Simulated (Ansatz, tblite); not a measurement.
**The cluster Ga7Sb7: which spin state is lowest**

Is the singlet the ground state of the cluster Ga7Sb7? Other spin states are computed and compared level by level.

Computed with Ansatz 0.2.0, Gaussian basis. Level: as each input shows.

Levels to be run: triplet, at the geometry of the singlet (GFN1-xTB, PBE0-D4/def2-TZVP, PBE-D4/def2-TZVP); the singlet's energies come from earlier runs.

3 further runs of the same task are left out: 1 for a known fault of the program, 2 set aside as unsound or not needed.

### Step 1. The relaxed structure

The singlet was relaxed beforehand with PBE-D4/def2-SVP.

14 atoms, charge 0, spin multiplicity 1.

Bond lengths: Ga1–Sb8 2.509 Å, Ga1–Sb9 2.562 Å, Ga2–Sb10 2.954 Å, Ga2–Sb11 2.862 Å, Ga3–Sb8 2.580 Å, Ga3–Sb10 2.732 Å, Ga3–Sb14 2.717 Å, Ga4–Ga7 2.848 Å, Ga4–Sb10 2.965 Å, Ga4–Sb11 2.857 Å, Ga4–Sb14 2.748 Å, Ga5–Sb12 2.582 Å, Ga5–Sb13 2.746 Å, Ga5–Sb14 2.676 Å, Ga6–Sb9 2.571 Å, Ga6–Sb12 2.531 Å, Ga7–Sb11 2.547 Å, Ga7–Sb13 2.651 Å and more. Angles: Sb8–Ga1–Sb9 170.9°, Sb10–Ga2–Sb11 102.3°, Sb8–Ga3–Sb10 114.2°, Sb8–Ga3–Sb14 131.4°, Sb10–Ga3–Sb14 114.4°, Ga7–Ga4–Sb10 73.7°, Ga7–Ga4–Sb11 53.0°, Ga7–Ga4–Sb14 144.0°, Sb10–Ga4–Sb11 102.2°, Sb10–Ga4–Sb14 106.5°, Sb11–Ga4–Sb14 150.3°, Sb12–Ga5–Sb13 99.0°, Sb12–Ga5–Sb14 127.0°, Sb13–Ga5–Sb14 126.8°, Sb9–Ga6–Sb12 174.6°, Ga4–Ga7–Sb11 63.7°, Ga4–Ga7–Sb13 77.9°, Sb11–Ga7–Sb13 141.1° and more.

Sb takes a core potential in the def2 sets. No spin-orbit coupling is included.

### Step 2. Triplet at the fixed geometry, GFN1-xTB

Tight binding, by tblite at 300 K electronic temperature and without a spin-polarisation term:

```python
tblite.interface.Calculator('GFN1-xTB', numbers, positions, charge=0, uhf=2).singlepoint()
```

Energy -731.6872 eV; 0.11 s.

### Step 3. Triplet at the fixed geometry, PBE0-D4/def2-TZVP

File in.yaml:

```yaml
crystal:
  periodic: [false, false, false]
  atoms:
    - {symbol: Ga, position_ang: [-3.646260, 1.239385, -0.044868]}
    - {symbol: Ga, position_ang: [1.033437, -4.119485, 0.644608]}
    - {symbol: Ga, position_ang: [-1.425923, -0.645060, -0.411791]}
    - {symbol: Ga, position_ang: [1.232491, -1.242070, 1.170994]}
    - {symbol: Ga, position_ang: [0.989217, 1.505962, -0.048381]}
    - {symbol: Ga, position_ang: [-1.308445, 3.393068, 0.019054]}
    - {symbol: Ga, position_ang: [3.689656, -1.624062, -0.216573]}
    - {symbol: Sb, position_ang: [-3.669722, -0.659532, -1.684851]}
    - {symbol: Sb, position_ang: [-3.232683, 3.075084, 1.693621]}
    - {symbol: Sb, position_ang: [0.514324, -2.200972, -1.541266]}
    - {symbol: Sb, position_ang: [3.356954, -3.009461, 1.894094]}
    - {symbol: Sb, position_ang: [0.735486, 3.660497, -1.448785]}
    - {symbol: Sb, position_ang: [2.365280, -0.025072, -1.865243]}
    - {symbol: Sb, position_ang: [-0.660511, 0.625119, 1.865387]}
basis:
  gaussian: {orbitals: def2-TZVP, fitting: {mean_field: def2-universal-jkfit}}
magnetization: {spin_polarized: true, initial_magnetization: 2}
hamiltonian: {xc: pbe0, dispersion: d4}
scf: {omitted_lower_state_checks: [starts]}
output: {orbitals: {seedname: orbitals}}
```

Command:

```sh
ansatz run in.yaml --threads 2 --pin off --events-out ev --progress --plain --max-ram 32768MiB --backend cuda --devices 0, --max-vram 18GiB
```

Output:

```text
Functional definition: PBE0
  name "PBE0"
  cite "Adamo & Barone, J. Chem. Phys. 110, 6158 (1999) doi:10.1063/1.478522"
  cite "Perdew, Burke & Ernzerhof, Phys. Rev. Lett. 77, 3865 (1996) doi:10.1103/PhysRevLett.77.3865"
  parent pbe
  parameter a = 0.25
  parameter kappa = 0.804
  parameter beta = 0.06672455060314922
  exchange = (1 - a)*pbe_x(kappa = kappa, mu = beta*pi^2/3) + a*exact_x
  correlation = pbe_c(beta = beta)
these checks for a lower state are left out or cut short: starts
3388 factors; integrals over basis functions are off by at most 6.9e-1 eV
mean field evaluation 1: about -412371.0436 eV, gradient 3.9e1 eV
mean field evaluation 2: about -412356.9578 eV, gradient 6.4e1 eV
mean field evaluation 4: about -412375.1296 eV, gradient 4.6e0 eV
mean field evaluation 8: about -412375.3452 eV, gradient 5.8e-1 eV
mean field evaluation 16: about -412375.3722 eV, gradient 6.7e-1 eV
mean field -412375.38038361 eV, -15154.5157110256 hartree, gradient 4.3e-6 eV, S^2 2.051145; 0 other end points of the search recorded, 0 dependent functions left out
reference -412375.38042597 eV, -15154.5157125823 hartree; 190, 188 occupied and 496, 498 virtual orbitals, 3388 factors
Total energy: -412377.21439410 eV, -15154.5831096680 hartree
Checks for a lower state left out: starts
```

Wall time 38 s (1 × H100 (card shared with other runs) with 2 threads of AMD EPYC 7R13, shared host); peak host memory 1.4 GiB.

Report: HOMO -4.36 eV, LUMO -4.41 eV (over both spins; with the spin held, an empty level of the minority spin lies below the top filled one); ⟨S²⟩ 2.051 (pure: 2.00).

### Step 4. Triplet at the fixed geometry, PBE-D4/def2-TZVP

start.molden holds the orbitals of an earlier run on this state, given as this run's starting guess.

in.yaml, as its differences from that of step 3:

```diff
@@ -18,5 +18,5 @@
 basis:
-  gaussian: {orbitals: def2-TZVP, fitting: {mean_field: def2-universal-jkfit}}
+  gaussian: {orbitals: def2-TZVP, fitting: {mean_field: def2-universal-jkfit}, initial_orbitals: start.molden}
 magnetization: {spin_polarized: true, initial_magnetization: 2}
-hamiltonian: {xc: pbe0, dispersion: d4}
+hamiltonian: {xc: pbe, dispersion: d4}
 scf: {omitted_lower_state_checks: [starts]}
```

Launched as before.

Output:

```text
Functional definition: PBE
  name "PBE"
  cite "Perdew, Burke & Ernzerhof, Phys. Rev. Lett. 77, 3865 (1996) doi:10.1103/PhysRevLett.77.3865"
  parent pbe
  parameter kappa = 0.804
  parameter beta = 0.06672455060314922
  exchange = pbe_x(kappa = kappa, mu = beta*pi^2/3)
  correlation = pbe_c(beta = beta)
these checks for a lower state are left out or cut short: starts
3388 factors; integrals over basis functions are off by at most 6.9e-1 eV
mean field evaluation 1: about -412366.4087 eV, gradient 1.6e1 eV
mean field evaluation 2: about -412367.0231 eV, gradient 7.8e-1 eV
mean field evaluation 4: about -412367.0801 eV, gradient 1.1e-1 eV
mean field evaluation 8: about -412367.0766 eV, gradient 4.1e-1 eV
mean field evaluation 16: about -412367.0787 eV, gradient 2.2e-5 eV
mean field -412367.07868810 eV, -15154.2106293427 hartree, gradient 2.2e-6 eV, S^2 2.008948; 0 other end points of the search recorded, 0 dependent functions left out
reference -412367.07874360 eV, -15154.2106313821 hartree; 190, 188 occupied and 496, 498 virtual orbitals, 3388 factors
Total energy: -412369.10646517 eV, -15154.2851487754 hartree
Checks for a lower state left out: starts
```

Wall time 25 s (1 × H100 (card shared with other runs) with 2 threads of AMD EPYC 7R13, shared host); peak host memory 1.3 GiB.

HOMO -3.77 eV, LUMO -4.74 eV (over both spins; with the spin held, an empty level of the minority spin lies below the top filled one); ⟨S²⟩ 2.009 (pure: 2.00).

### Step 5. Triplet less singlet, vertical

The singlet's energies are those of its earlier runs, whose logs aren't repeated here.

```csv
level,"triplet less singlet, vertical (kJ/mol)",time
GFN1-xTB,+113.6,0.21 s
PBE-D4/def2-TZVP,+94.7,35 s
PBE0-D4/def2-TZVP,+99.8,55 s
```

Times add the two runs; a level without a time comes out of a correlated run. Tight binding without a spin term can't rank spin states.

### Step 6. What came out

| quantity | value |
| --- | --- |
| triplet less singlet, vertical, functionals in def2-TZVP | +94.7 (PBE-D4) to +99.8 kJ/mol (PBE0-D4) |

All functionals put the triplet above the singlet, over a spread of 5.1 kJ/mol. The checks for a lower triplet were left out, so another state of that spin may lie lower. These are electronic energies, without zero-point motion, entropy or surroundings.
